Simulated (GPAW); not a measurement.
BiTe, 2 atoms in the cell. It takes space group Fm-3m (No. 225, cubic). The conventional cell has a = 6.470 Å, b = 6.470 Å, c = 6.470 Å, α = 90.00°, β = 90.00°, γ = 90.00°. Bi (site symmetry m-3m) is surrounded by 6 Te at 3.23 Å. Te (site symmetry m-3m) has 6 Bi at 3.23 Å as nearest neighbours. 

| Quantity | Value |
| --- | --- |
| Program | GPAW 26.7.0 |
| Task | single point |
| Functional | RPBE |
| Potentials or basis | the program's PAW data sets (release 1.2.1) made for this functional |
| Cutoff | 600 eV |
| Basis | pw |
| k mesh | 7 × 7 × 7 |
| Occupations | gaussian, width 0.1 eV |
| Spin | no spin polarisation |
| Maxiter | 150 |

Potentials or basis: the program's PAW data sets (release 1.2.1) made for this functional, pw.

Command:

```console
$ OMP_NUM_THREADS=1 python run.py
```

Hardware: 1 thread of Arm Neoverse V1, on a shared host.

Q: Estimate the wall time of this run.

A: It took 20 s on 1 thread of Arm Neoverse V1, on a shared host, peak memory 0.17 GiB. Counts: scf iterations 9, plane waves 2281, bands 20, k points 20.
